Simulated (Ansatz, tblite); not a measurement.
# [In(H2O)6]3+ (InH12O6 (+3)): rung by rung

How do method and basis change the picture of [In(H2O)6]3+ (InH12O6 (+3)) (singlet)?

Computed with Ansatz 0.2.0, Gaussian basis. Level: as each input shows.

Levels to be run: GFN1-xTB, GFN2-xTB, PBE-D4/def2-TZVP, r2SCAN-D4/def2-TZVP, ωB97M-V/def2-TZVP, ωB97X-V/def2-TZVP, LDA/def2-TZVP, PBE-D4/def2-SVP, PBE0-D4/def2-SVP, CCSD(T)/def2-SVP, MP2/def2-TZVP, RPA/def2-TZVP.

3 further runs of the same task are left out: 3 set aside as unsound or not needed. Runs told in other sessions of the task aren't counted.

## 1. The geometry

The singlet was relaxed beforehand with PBE-D4/def2-SVP.

19 atoms, charge 3, spin multiplicity 1.

Bond lengths: In1–O2 2.216 Å, In1–O5 2.216 Å, In1–O8 2.216 Å, In1–O11 2.216 Å, In1–O14 2.216 Å, In1–O17 2.216 Å, O2–H3 0.986 Å, O2–H4 0.987 Å, O5–H6 0.987 Å, O5–H7 0.986 Å, O8–H9 0.987 Å, O8–H10 0.986 Å, O11–H12 0.986 Å, O11–H13 0.987 Å, O14–H15 0.987 Å, O14–H16 0.986 Å, O17–H18 0.987 Å, O17–H19 0.986 Å. Angles: O2–In1–O5 178.2°, O2–In1–O8 85.5°, O2–In1–O11 93.4°, O2–In1–O14 85.6°, O2–In1–O17 95.7°, O5–In1–O8 95.6°, O5–In1–O11 85.6°, O5–In1–O14 93.1°, O5–In1–O17 85.6°, O8–In1–O11 178.2°, O8–In1–O14 85.6°, O8–In1–O17 93.3°, O11–In1–O14 95.7°, O11–In1–O17 85.5°, O14–In1–O17 178.2°, In1–O2–H3 129.2°, In1–O2–H4 121.7°, H3–O2–H4 106.1° and more.

In takes a core potential in the def2 sets. No spin-orbit coupling is included. The ion is computed in the gas phase, without counter-ions or solvent.

PBE0-D4/def2-TZVP was run before; its log isn't repeated, and its numbers join the tables.

## 2. GFN1-xTB

Tight binding, by tblite at 300 K electronic temperature and without a spin-polarisation term:

```python
tblite.interface.Calculator('GFN1-xTB', numbers, positions, charge=3, uhf=0).singlepoint()
```

Energy -939.6517 eV, HOMO -26.54 eV, LUMO -21.23 eV; 0.011 s.

## 3. GFN2-xTB

Tight binding, by tblite at 300 K electronic temperature and without a spin-polarisation term:

```python
tblite.interface.Calculator('GFN2-xTB', numbers, positions, charge=3, uhf=0).singlepoint()
```

Energy -820.0205 eV, HOMO -25.59 eV, LUMO -22.24 eV; 0.006 s.

## 4. PBE-D4/def2-TZVP

start.molden holds the orbitals of an earlier run on this state, given as this run's starting guess.

Input file in.yaml:

```yaml
crystal:
  periodic: [false, false, false]
  atoms:
    - {symbol: In, position_ang: [-0.000250, -0.000343, 0.000461]}
    - {symbol: O, position_ang: [0.017993, 0.380525, 2.183701]}
    - {symbol: H, position_ang: [-0.695923, 0.233482, 2.847703]}
    - {symbol: H, position_ang: [0.860736, 0.432529, 2.694091]}
    - {symbol: O, position_ang: [-0.066967, -0.332006, -2.189790]}
    - {symbol: H, position_ang: [0.071995, -1.225751, -2.583899]}
    - {symbol: H, position_ang: [0.075243, 0.314660, -2.920438]}
    - {symbol: O, position_ang: [2.197397, 0.264040, 0.113527]}
    - {symbol: H, position_ang: [2.624055, 1.137789, -0.053700]}
    - {symbol: H, position_ang: [2.910352, -0.410844, 0.021568]}
    - {symbol: O, position_ang: [-2.194117, -0.309569, -0.059705]}
    - {symbol: H, position_ang: [-2.869866, -0.110360, 0.630139]}
    - {symbol: H, position_ang: [-2.685171, -0.378204, -0.912688]}
    - {symbol: O, position_ang: [-0.083782, 2.204286, -0.209084]}
    - {symbol: H, position_ang: [-0.199653, 2.795647, 0.572105]}
    - {symbol: H, position_ang: [-0.319180, 2.744977, -0.999330]}
    - {symbol: O, position_ang: [0.129985, -2.206877, 0.159896]}
    - {symbol: H, position_ang: [-0.672406, -2.765858, 0.290701]}
    - {symbol: H, position_ang: [0.899561, -2.768133, 0.414731]}
basis:
  gaussian: {orbitals: def2-TZVP, initial_orbitals: start.molden}
total_charge: 3
hamiltonian: {xc: pbe, dispersion: d4}
scf: {omitted_lower_state_checks: [starts]}
output: {orbitals: {seedname: orbitals}}
```

Command:

```
ansatz run in.yaml --threads 4 --pin off --events-out ev --progress --plain --max-ram 8704MiB
```

After this run come: r2SCAN-D4/def2-TZVP; ωB97M-V/def2-TZVP; ωB97X-V/def2-TZVP; LDA/def2-TZVP; PBE-D4/def2-SVP; PBE0-D4/def2-SVP; CCSD(T)/def2-SVP; MP2/def2-TZVP; RPA/def2-TZVP.

Before running them: what should the planned runs give, taken together? Wanted: gap in def2-TZVP, named functionals, smallest and largest; correlation energy, CCSD(T)/def2-SVP; correlation energy, MP2/def2-TZVP; PBE0 total energy, smallest basis above largest.

As calculated:

```
                                                 quantity                              value
gap in def2-TZVP, named functionals, smallest and largest  4.97 eV (LDA), 12.99 eV (ωB97X-V)
                     correlation energy, CCSD(T)/def2-SVP                          -36.60 eV
                        correlation energy, MP2/def2-TZVP                          -47.44 eV
          PBE0 total energy, smallest basis above largest     15.02 eV (def2-SVP, def2-TZVP)
```

What this shows: Over the named functionals in def2-TZVP the gap runs from 4.97 eV (LDA) to 12.99 eV (ωB97X-V); exact exchange widens it.
